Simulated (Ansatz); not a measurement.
C2H4Si, SMILES C#C[SiH3]: the interaction energy of a dimer with the counterpoise correction, run with Ansatz 0.2.0, Python API.

`dimer_c2h4si.py`
```python
import ansatz

BASIS_SET = 'cc-pVDZ'
FUNCTIONAL = 'b3lyp'

FIRST = [
    ('C', (-0.5924, -1.9301, 0.1909)),
    ('C', (-0.269, -0.752, 0.0724)),
    ('Si', (0.2866, 1.0208, -0.1055)),
    ('H', (-0.9001, -2.8826, 0.2695)),
    ('H', (-0.0858, 1.5741, -1.4224)),
    ('H', (-0.2659, 1.8784, 0.9806)),
    ('H', (1.8263, 1.0914, 0.0144)),
]
SECOND = [
    ('C', (-2.7346, -3.3909, -1.6176)),
    ('C', (-3.9525, -3.3745, -1.7687)),
    ('Si', (-5.796, -3.313, -2.0534)),
    ('H', (-1.7434, -3.4431, -1.4659)),
    ('H', (-6.3413, -4.6517, -2.3527)),
    ('H', (-6.51, -2.7228, -0.8863)),
    ('H', (-6.0989, -2.4017, -3.2649)),
]

def energy(atoms, ghosts=()):
    molecule = ansatz.Crystal.molecule()
    for symbol, xyz in atoms:
        molecule = molecule.atom(symbol, xyz)
    calc = (
        molecule.calculation()
        .basis(gaussian=BASIS_SET)
        .functional(FUNCTIONAL)
    )
    deck = calc.input()
    if ghosts:
        deck = deck.set(ansatz.key.basis.gaussian.ghost_atoms, [{'symbol': s, 'position_ang': list(xyz)} for s, xyz in ghosts])
    return ansatz.Session.from_dict(deck).plan().execute().report['free_energy_ev']

both = energy(FIRST + SECOND)
alone = energy(FIRST) + energy(SECOND)
ghosted = energy(FIRST, SECOND) + energy(SECOND, FIRST)
print(f'dimer {both:.6f} eV')
print(f'interaction, uncorrected   {96.485332 * (both - alone):8.3f} kJ/mol')
print(f'interaction, counterpoise  {96.485332 * (both - ghosted):8.3f} kJ/mol')
print(f'basis-set superposition    {96.485332 * (alone - ghosted):8.3f} kJ/mol')
```

How large is the interaction at this pose, and how much of it is basis-set superposition?

Uncorrected it is 9.104 kJ/mol, with the counterpoise correction 11.017 kJ/mol; the difference, 1.91 kJ/mol, is the superposition error. In this basis both values are repulsive.

The output:

Running `python dimer_c2h4si.py` prints:
```text
dimer -20030.312014 eV
interaction, uncorrected      9.104 kJ/mol
interaction, counterpoise    11.017 kJ/mol
basis-set superposition       1.913 kJ/mol
```

What to keep in mind:
- Total energies depend on the basis set; only differences at equal settings carry meaning.
- The dimer is a generated trial pose of unrelaxed monomers, not a minimum, so the figure is no binding energy, and the basis set is small.
- b3lyp holds the VWN-RPA fit, as in Gaussian; the form of ORCA and Turbomole is b3lyp5.
- This level lacks the dispersion part of the attraction (electrostatics and induction are there), which can decide the sign where the interaction is weak.
- The whole script took 16 s on 1 thread of Arm Neoverse V2, with other jobs on the host, peak memory 0.33 GiB.
